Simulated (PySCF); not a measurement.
**C9H3N7, a ring with a molecule above it: interaction energy, part 1 of 3**

Wanted: the interaction energy for `c1ncncn1` with `N#CC(C#N)=C(C#N)C#N`.

Computed with PySCF 2.14.0; each step states its level. No surroundings beyond the atoms listed, unless a continuum is named. Atoms count from 0, parts from 1.

### Step 1. The system as given

19 atoms, charge 0, multiplicity 1; geometry: GFN2-xTB parts, rigid stack. Parts: 1 = atoms 0–8, `c1ncncn1`, charge 0; 2 = atoms 9–18, `N#CC(C#N)=C(C#N)C#N`, charge 0.

### Step 2. Counterpoise and decomposition: parallel, height 3.2, slip 0 Å, twist 0°

The job: settings as JSON, then the geometry in Å.

```
{"job": {"kind": "inter", "xc": "revPBE", "basis": "def2-SVP", "disp": "d3bj"}, "charge": 0, "multiplicity": 1, "parts": [{"atoms": "0-8", "charge": 0, "multiplicity": 1}, {"atoms": "9-18", "charge": 0, "multiplicity": 1}]}
C      1.218486     0.411509    -0.000441
N      1.017983    -0.895438     0.000151
C     -0.252817    -1.260909     0.000375
N     -1.284563    -0.433831    -0.000611
C     -0.965634     0.849432     0.000362
N      0.266544     1.329238     0.000164
H      2.244492     0.758056    -0.000754
H     -0.465478    -2.322793     0.002303
H     -1.778778     1.564766     0.002246
N     -2.062017     2.158122     3.203254
C     -1.437804     1.199212     3.200907
C     -0.681226     0.001330     3.198268
C     -1.423140    -1.206031     3.198249
N     -2.029356    -2.176412     3.198874
C      0.681392     0.005294     3.199127
C      1.430481     1.207850     3.198995
N      2.047166     2.171617     3.198279
C      1.430837    -1.197408     3.201081
N      2.043668    -2.163573     3.202967
```

With the program's defaults for keys left out, this is: revPBE-D3(BJ)/def2-SVP interaction energy, counterpoise and uncorrected, gas phase.

Run with:

```sh
> OMP_NUM_THREADS=1 python cluster_run.py task.json out
```

This one command runs all jobs of the session in turn.

The log of the run:

```text
part 1, own basis, geometry of the cluster
coarse grid: 8304 points
cycle   1  E = -280.0089353111  dE =  1.021e+00  |g| = 4.481e-01  |ddm| = 3.555e+00
cycle   2  E = -279.8964221232  dE =  1.125e-01  |g| = 8.319e-01  |ddm| = 1.135e+00
cycle   3  E = -280.0521551595  dE = -1.557e-01  |g| = 8.387e-02  |ddm| = 7.056e-01
cycle   4  E = -280.0538582302  dE = -1.703e-03  |g| = 1.121e-02  |ddm| = 9.554e-02
cycle   5  E = -280.0538871185  dE = -2.889e-05  |g| = 5.471e-03  |ddm| = 1.892e-02
cycle   6  E = -280.0538930576  dE = -5.939e-06  |g| = 2.259e-03  |ddm| = 6.083e-03
final grid: 82720 points
cycle   7  E = -280.0837894640  dE = -3.291e-05  |g| = 8.690e-03  |ddm| = 2.887e-02
cycle   8  E = -280.0837367356  dE =  5.273e-05  |g| = 1.686e-02  |ddm| = 2.359e-02
cycle   9  E = -280.0838046374  dE = -6.790e-05  |g| = 4.080e-03  |ddm| = 1.712e-02
cycle  10  E = -280.0838089049  dE = -4.267e-06  |g| = 5.793e-04  |ddm| = 4.015e-03
cycle  11  E = -280.0838089746  dE = -6.968e-08  |g| = 2.128e-04  |ddm| = 5.896e-04
cycle  12  E = -280.0838089845  dE = -9.858e-09  |g| = 1.587e-05  |ddm| = 1.679e-04
cycle  13  E = -280.0838089845  dE = -5.213e-11  |g| = 3.424e-06  |ddm| = 2.096e-05
converged SCF energy = -280.0838089845

part 2, own basis, geometry of the cluster
coarse grid: 10768 points
cycle   1  E = -446.8472079139  dE =  1.715e+00  |g| = 8.409e-01  |ddm| = 5.132e+00
cycle   2  E = -444.5735631993  dE =  2.274e+00  |g| = 3.156e+00  |ddm| = 4.725e+00
cycle   3  E = -447.0190878393  dE = -2.446e+00  |g| = 9.341e-02  |ddm| = 3.755e+00
cycle   4  E = -447.0209760577  dE = -1.888e-03  |g| = 4.394e-02  |ddm| = 2.348e-01
cycle   5  E = -447.0215161209  dE = -5.401e-04  |g| = 6.865e-03  |ddm| = 6.473e-02
cycle   6  E = -447.0215268133  dE = -1.069e-05  |g| = 2.121e-03  |ddm| = 1.134e-02
cycle   7  E = -447.0215268118  dE =  1.449e-09  |g| = 2.112e-03  |ddm| = 3.174e-03
final grid: 111216 points
cycle   8  E = -447.0804522433  dE = -8.079e-06  |g| = 9.553e-03  |ddm| = 7.371e-02
cycle   9  E = -447.0802797650  dE =  1.725e-04  |g| = 2.908e-02  |ddm| = 3.182e-02
cycle  10  E = -447.0804693986  dE = -1.896e-04  |g| = 4.099e-03  |ddm| = 2.476e-02
cycle  11  E = -447.0804726439  dE = -3.245e-06  |g| = 2.314e-03  |ddm| = 5.826e-03
cycle  12  E = -447.0804738194  dE = -1.175e-06  |g| = 5.114e-04  |ddm| = 2.288e-03
cycle  13  E = -447.0804738775  dE = -5.804e-08  |g| = 9.259e-05  |ddm| = 4.953e-04
cycle  14  E = -447.0804738778  dE = -3.599e-10  |g| = 8.547e-05  |ddm| = 1.213e-04
cycle  15  E = -447.0804738795  dE = -1.645e-09  |g| = 6.314e-06  |ddm| = 6.738e-05
cycle  16  E = -447.0804738795  dE =  6.253e-12  |g| = 7.227e-06  |ddm| = 1.646e-05
converged SCF energy = -447.0804738795

part 1, own basis, relaxed alone
coarse grid: 8304 points
cycle   1  E = -280.0087185866  dE =  1.020e+00  |g| = 4.483e-01  |ddm| = 3.555e+00
cycle   2  E = -279.8961363417  dE =  1.126e-01  |g| = 8.322e-01  |ddm| = 1.135e+00
cycle   3  E = -280.0519937531  dE = -1.559e-01  |g| = 8.397e-02  |ddm| = 7.056e-01
cycle   4  E = -280.0537010245  dE = -1.707e-03  |g| = 1.120e-02  |ddm| = 9.564e-02
cycle   5  E = -280.0537305419  dE = -2.952e-05  |g| = 5.230e-03  |ddm| = 1.883e-02
cycle   6  E = -280.0537365496  dE = -6.008e-06  |g| = 1.501e-03  |ddm| = 5.446e-03
final grid: 82720 points
cycle   7  E = -280.0838012201  dE = -3.379e-05  |g| = 8.193e-03  |ddm| = 3.252e-02
cycle   8  E = -280.0837726227  dE =  2.860e-05  |g| = 1.352e-02  |ddm| = 2.077e-02
cycle   9  E = -280.0838141138  dE = -4.149e-05  |g| = 4.170e-03  |ddm| = 1.435e-02
cycle  10  E = -280.0838185418  dE = -4.428e-06  |g| = 5.762e-04  |ddm| = 3.975e-03
cycle  11  E = -280.0838186110  dE = -6.919e-08  |g| = 2.183e-04  |ddm| = 6.037e-04
cycle  12  E = -280.0838186216  dE = -1.055e-08  |g| = 1.710e-05  |ddm| = 1.789e-04
cycle  13  E = -280.0838186216  dE = -5.616e-11  |g| = 3.647e-06  |ddm| = 2.221e-05
converged SCF energy = -280.0838186216

part 2, own basis, relaxed alone
coarse grid: 10768 points
cycle   1  E = -446.8491031762  dE =  1.715e+00  |g| = 8.404e-01  |ddm| = 5.147e+00
cycle   2  E = -444.5778957211  dE =  2.271e+00  |g| = 3.155e+00  |ddm| = 4.717e+00
cycle   3  E = -447.0208117492  dE = -2.443e+00  |g| = 9.335e-02  |ddm| = 3.745e+00
cycle   4  E = -447.0226993254  dE = -1.888e-03  |g| = 4.386e-02  |ddm| = 2.352e-01
cycle   5  E = -447.0232381701  dE = -5.388e-04  |g| = 6.578e-03  |ddm| = 6.458e-02
cycle   6  E = -447.0232478371  dE = -9.667e-06  |g| = 2.204e-03  |ddm| = 1.117e-02
final grid: 111216 points
cycle   7  E = -447.0804415196  dE = -7.180e-06  |g| = 9.902e-03  |ddm| = 4.084e-02
cycle   8  E = -447.0802488682  dE =  1.927e-04  |g| = 3.114e-02  |ddm| = 3.310e-02
cycle   9  E = -447.0804564651  dE = -2.076e-04  |g| = 5.260e-03  |ddm| = 2.684e-02
cycle  10  E = -447.0804625238  dE = -6.059e-06  |g| = 2.303e-03  |ddm| = 6.831e-03
cycle  11  E = -447.0804636752  dE = -1.151e-06  |g| = 5.955e-04  |ddm| = 2.312e-03
cycle  12  E = -447.0804637575  dE = -8.228e-08  |g| = 8.907e-05  |ddm| = 6.222e-04
cycle  13  E = -447.0804637580  dE = -5.272e-10  |g| = 7.783e-05  |ddm| = 1.106e-04
cycle  14  E = -447.0804637594  dE = -1.353e-09  |g| = 6.071e-06  |ddm| = 6.043e-05
cycle  15  E = -447.0804637594  dE =  3.979e-12  |g| = 6.881e-06  |ddm| = 1.500e-05
converged SCF energy = -447.0804637594

cluster
final grid: 193936 points
cycle   1  E = -727.1562223082  dE = -4.887e-03  |g| = 6.761e-02  |ddm| = 1.101e+00
cycle   2  E = -727.1487764324  dE =  7.446e-03  |g| = 1.936e-01  |ddm| = 3.294e-01
cycle   3  E = -727.1566648837  dE = -7.888e-03  |g| = 5.438e-02  |ddm| = 2.189e-01
cycle   4  E = -727.1573241186  dE = -6.592e-04  |g| = 7.359e-03  |ddm| = 5.896e-02
cycle   5  E = -727.1573350317  dE = -1.091e-05  |g| = 2.564e-03  |ddm| = 7.513e-03
cycle   6  E = -727.1573360798  dE = -1.048e-06  |g| = 1.512e-03  |ddm| = 3.257e-03
cycle   7  E = -727.1573366079  dE = -5.281e-07  |g| = 2.178e-04  |ddm| = 1.473e-03
cycle   8  E = -727.1573366146  dE = -6.693e-09  |g| = 1.413e-04  |ddm| = 4.015e-04
cycle   9  E = -727.1573366192  dE = -4.569e-09  |g| = 5.728e-05  |ddm| = 1.817e-04
cycle  10  E = -727.1573366200  dE = -7.585e-10  |g| = 1.932e-05  |ddm| = 7.089e-05
converged SCF energy = -727.1573366200

part 1 in the basis of the cluster
final grid: 193936 points
cycle   1  E = -280.0857934027  dE = -1.981e-03  |g| = 5.319e-03  |ddm| = 7.160e-01
cycle   2  E = -280.0857898762  dE =  3.527e-06  |g| = 7.149e-03  |ddm| = 1.883e-02
cycle   3  E = -280.0858011941  dE = -1.132e-05  |g| = 2.023e-03  |ddm| = 8.344e-03
cycle   4  E = -280.0858020921  dE = -8.980e-07  |g| = 5.248e-04  |ddm| = 2.085e-03
cycle   5  E = -280.0858021201  dE = -2.798e-08  |g| = 3.938e-04  |ddm| = 7.675e-04
cycle   6  E = -280.0858021599  dE = -3.984e-08  |g| = 4.950e-05  |ddm| = 3.954e-04
cycle   7  E = -280.0858021604  dE = -5.406e-10  |g| = 1.152e-05  |ddm| = 5.574e-05
converged SCF energy = -280.0858021604

part 2 in the basis of the cluster
final grid: 193936 points
cycle   1  E = -447.0816733910  dE = -1.206e-03  |g| = 1.935e-03  |ddm| = 3.984e-01
cycle   2  E = -447.0816713704  dE =  2.021e-06  |g| = 3.834e-03  |ddm| = 9.763e-03
cycle   3  E = -447.0816737579  dE = -2.387e-06  |g| = 2.098e-03  |ddm| = 5.593e-03
cycle   4  E = -447.0816747479  dE = -9.900e-07  |g| = 3.340e-04  |ddm| = 2.049e-03
cycle   5  E = -447.0816747582  dE = -1.028e-08  |g| = 2.502e-04  |ddm| = 5.384e-04
cycle   6  E = -447.0816747722  dE = -1.397e-08  |g| = 1.084e-04  |ddm| = 3.313e-04
cycle   7  E = -447.0816747751  dE = -2.933e-09  |g| = 1.644e-05  |ddm| = 1.121e-04
cycle   8  E = -447.0816747752  dE = -4.206e-11  |g| = 9.505e-06  |ddm| = 2.288e-05
converged SCF energy = -447.0816747752

Interaction energy (kcal/mol)
  counterpoise       -4.492
  uncorrected        -6.498
  dispersion part   -10.855
  deformation        -0.000
  binding            -4.492

Decomposition of the uncorrected value (kcal/mol)
  electrostatic      -0.563
  Pauli               8.686
  orbital            -3.766
  dispersion        -10.855

Charge of each part in the cluster: 0.014 -0.014
```

Wall time 2.9 min (1 thread of Arm Neoverse N1, shared host); peak memory 0.56 GiB.

Contacts at this geometry (a selection, picked against the atoms' radii; other short pairs can be missing):

```
   atoms  distance (Å)  kind (by distance and angle)  angle (°)
C4···C10          3.25  inside the van der Waals sum          –
```

The decomposition goes in steps from the parts' own densities: electrostatics between them unchanged, then the rise on making their orbitals orthogonal (called Pauli here; it holds the exchange-correlation between the parts too, so it can be small or negative at long range), then orbital relaxation, then the dispersion term. Charges of the parts share the cluster's density out in proportion to the parts' own densities.

The SCF energies in the log hold no dispersion term; the tabulated energies do.

The parts:

| part | SMILES | deformation (kcal/mol) | HOMO alone (eV) | charge in the cluster (e) |
| --- | --- | --- | --- | --- |
| 1 | c1ncncn1 | 0.01 | -6.20 | 0.014 |
| 2 | N#CC(C#N)=C(C#N)C#N | -0.01 | -8.38 | -0.014 |

### Step 3. Counterpoise and decomposition: parallel, height 3.2, slip 0.4 Å, twist 0°

The job: settings as JSON, then the geometry in Å.

```
{"job": {"kind": "inter", "xc": "revPBE", "basis": "def2-SVP", "disp": "d3bj"}, "charge": 0, "multiplicity": 1, "parts": [{"atoms": "0-8", "charge": 0, "multiplicity": 1}, {"atoms": "9-18", "charge": 0, "multiplicity": 1}]}
C      1.218486     0.411509    -0.000441
N      1.017983    -0.895438     0.000151
C     -0.252817    -1.260909     0.000375
N     -1.284563    -0.433831    -0.000611
C     -0.965634     0.849432     0.000362
N      0.266544     1.329238     0.000164
H      2.244492     0.758056    -0.000754
H     -0.465478    -2.322793     0.002303
H     -1.778778     1.564766     0.002246
N     -1.662017     2.158122     3.203254
C     -1.037804     1.199212     3.200907
C     -0.281226     0.001330     3.198268
C     -1.023140    -1.206031     3.198249
N     -1.629356    -2.176412     3.198874
C      1.081392     0.005294     3.199127
C      1.830481     1.207850     3.198995
N      2.447166     2.171617     3.198279
C      1.830837    -1.197408     3.201081
N      2.443668    -2.163573     3.202967
```

With the program's defaults for keys left out, this is: revPBE-D3(BJ)/def2-SVP interaction energy, counterpoise and uncorrected, gas phase.

The log of the run:

```text
part 1, own basis, geometry of the cluster: E = -280.0838089845 (as before)

part 2, own basis, geometry of the cluster: E = -447.0804738795 (as before)

part 1, own basis, relaxed alone: E = -280.0838186216 (as before)

part 2, own basis, relaxed alone: E = -447.0804637594 (as before)

cluster
final grid: 193936 points
cycle   1  E = -727.1561644932  dE = -4.711e-03  |g| = 6.723e-02  |ddm| = 1.066e+00
cycle   2  E = -727.1488209648  dE =  7.344e-03  |g| = 1.911e-01  |ddm| = 3.307e-01
cycle   3  E = -727.1566038740  dE = -7.783e-03  |g| = 5.461e-02  |ddm| = 2.194e-01
cycle   4  E = -727.1572598579  dE = -6.560e-04  |g| = 9.087e-03  |ddm| = 6.004e-02
cycle   5  E = -727.1572807321  dE = -2.087e-05  |g| = 2.169e-03  |ddm| = 1.132e-02
cycle   6  E = -727.1572815101  dE = -7.780e-07  |g| = 1.558e-03  |ddm| = 3.640e-03
cycle   7  E = -727.1572820816  dE = -5.716e-07  |g| = 4.328e-04  |ddm| = 1.674e-03
cycle   8  E = -727.1572821207  dE = -3.907e-08  |g| = 1.408e-04  |ddm| = 4.582e-04
cycle   9  E = -727.1572821244  dE = -3.691e-09  |g| = 5.884e-05  |ddm| = 1.768e-04
cycle  10  E = -727.1572821251  dE = -6.783e-10  |g| = 2.922e-05  |ddm| = 7.407e-05
converged SCF energy = -727.1572821251

part 1 in the basis of the cluster
final grid: 193936 points
cycle   1  E = -280.0857044060  dE = -1.892e-03  |g| = 5.101e-03  |ddm| = 6.847e-01
cycle   2  E = -280.0857006437  dE =  3.762e-06  |g| = 7.019e-03  |ddm| = 1.836e-02
cycle   3  E = -280.0857114085  dE = -1.076e-05  |g| = 2.085e-03  |ddm| = 8.140e-03
cycle   4  E = -280.0857123726  dE = -9.641e-07  |g| = 5.769e-04  |ddm| = 2.261e-03
cycle   5  E = -280.0857124105  dE = -3.791e-08  |g| = 4.297e-04  |ddm| = 8.623e-04
cycle   6  E = -280.0857124574  dE = -4.690e-08  |g| = 4.163e-05  |ddm| = 4.157e-04
cycle   7  E = -280.0857124577  dE = -3.434e-10  |g| = 1.328e-05  |ddm| = 5.015e-05
converged SCF energy = -280.0857124577

part 2 in the basis of the cluster
final grid: 193936 points
cycle   1  E = -447.0817095444  dE = -1.239e-03  |g| = 2.049e-03  |ddm| = 4.117e-01
cycle   2  E = -447.0817068319  dE =  2.713e-06  |g| = 4.256e-03  |ddm| = 1.030e-02
cycle   3  E = -447.0817100393  dE = -3.207e-06  |g| = 2.125e-03  |ddm| = 6.002e-03
cycle   4  E = -447.0817110492  dE = -1.010e-06  |g| = 3.737e-04  |ddm| = 2.147e-03
cycle   5  E = -447.0817110534  dE = -4.185e-09  |g| = 3.295e-04  |ddm| = 7.428e-04
cycle   6  E = -447.0817110839  dE = -3.054e-08  |g| = 1.051e-04  |ddm| = 4.562e-04
cycle   7  E = -447.0817110866  dE = -2.624e-09  |g| = 3.098e-05  |ddm| = 1.185e-04
cycle   8  E = -447.0817110868  dE = -2.063e-10  |g| = 8.068e-06  |ddm| = 3.291e-05
converged SCF energy = -447.0817110868

Interaction energy (kcal/mol)
  counterpoise       -4.410
  uncorrected        -6.380
  dispersion part   -10.774
  deformation        -0.000
  binding            -4.410

Decomposition of the uncorrected value (kcal/mol)
  electrostatic      -0.600
  Pauli               8.651
  orbital            -3.658
  dispersion        -10.774

Charge of each part in the cluster: 0.011 -0.011
```

Run time: 1.9 min. Hardware: 1 thread of Arm Neoverse N1, shared host; peak memory 0.56 GiB.

In short: -4.41 kcal/mol with counterpoise, basis-set superposition error 1.97.

(Continued in part 2 of 3.)
